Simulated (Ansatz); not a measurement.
**Zn: stress in a strained cell**

Zn is deformed so: equal xy, yz and zx engineering shear strains of -1 %. What stress and forces result, by LAPW, PAW and all-electron datasets made for the crystal?

Method: DFT PBEsol, scalar-relativistic, in Ansatz 0.2.0.

### Step 1. The starting structure

The structure is hexagonal, space group P6_3/mmc (No. 194). The conventional cell has a = 2.665 Å, b = 2.665 Å, c = 4.947 Å, α = 90.00°, β = 90.00°, γ = 120.00°. Zn (site symmetry -6m2) is surrounded by 12 Zn at 2.66 to 2.91 Å.

As a file:

```
Zn
1.0
     2.66480    0.00000    0.00000
    -1.33240    2.30778    0.00000
     0.00000    0.00000    4.94670
Zn
2
Direct
  0.33333 0.66667 0.25000
  0.66667 0.33333 0.75000
```

Atoms are numbered in the order of the input: Zn1, Zn2.

### Step 2. After the deformation

Space group P6_3/mmc before, P-1 after.

### Step 3. All-electron LAPW

File input.yaml:

```yaml
crystal:
  lattice:
    - [2.6647980532, -0.0133239903, -0.0133239903]
    - [-1.3439379406, 2.3144448051, -0.0048769189]
    - [-0.0247335, -0.0247335, 4.9467]
  atoms:
    - { symbol: Zn, position: [0.3333333333, 0.6666666667, 0.25] }
    - { symbol: Zn, position: [0.6666666667, 0.3333333333, 0.75] }
kpoints:
  mp_grid: { grid: [18, 18, 8] }
  band_path:
    path:
      - [0.0, 0.0, 0.0]
      - [0.0, 0.0, 0.5]
      - [-0.5, 0.5, 0.0]
      - [0.0, 0.0, 0.0]
      - [0.0, -0.5, 0.0]
      - [-0.5, 0.0, 0.5]
      - [0.0, 0.0, 0.0]
      - [-0.5, 0.0, 0.0]
      - [0.0, -0.5, 0.5]
    npoints: 5
scf:
  occupations: { method: fermi_dirac, width: 0.03 }
hamiltonian:
  xc: pbesol
  pseudopotentials: { kind: all_electron, lapw: { basis_error: 0.00025 } }
output:
  forces: true
  stress: true
  eigenvalues: true
```

Started as:

```console
ansatz run input.yaml --threads 1 --pin off --max-ram 3072MiB --backend cpu --events-out ev --progress --plain --runs-dir out
```

### Step 4. PAW with frozen cores

File input.yaml:

```yaml
crystal:
  lattice:
    - [2.6647980532, -0.0133239903, -0.0133239903]
    - [-1.3439379406, 2.3144448051, -0.0048769189]
    - [-0.0247335, -0.0247335, 4.9467]
  atoms:
    - { symbol: Zn, position: [0.3333333333, 0.6666666667, 0.25] }
    - { symbol: Zn, position: [0.6666666667, 0.3333333333, 0.75] }
kpoints:
  mp_grid: { grid: [18, 18, 8] }
scf:
  occupations: { method: fermi_dirac, width: 0.03 }
hamiltonian:
  xc: pbesol
  pseudopotentials: { kind: paw }
output:
  forces: true
  stress: true
  eigenvalues: true
  efg: { contact_densities: true }
```

### Step 5. Datasets made for this crystal

input.yaml: that of step 4 with these lines changed.

```diff
@@ -14,3 +14,3 @@
   xc: pbesol
-  pseudopotentials: { kind: paw }
+  pseudopotentials: { kind: all_electron, datasets: crystal }
 output:
```

(Steps that only read results are left out.)

**Question.** What will these runs give? Wanted: pressure; largest shear or deviatoric stress.

**Answer**, as computed:

```
                                 quantity                                              value
                                 pressure  LAPW -5.34, PAW -5.36, crystal datasets -5.34 GPa
largest shear or deviatoric stress (LAPW)                                           1.31 GPa
```

What this shows: The largest part of the stress beyond the pressure is 1.31 GPa in size, in the zz component; the atoms are carried along and not relaxed. No run of the undeformed cell stands beside it, so the pressure holds what the given cell had before the change. PAW: stress within 0.02 GPa of LAPW. Crystal datasets: stress within 0.01 GPa of LAPW.
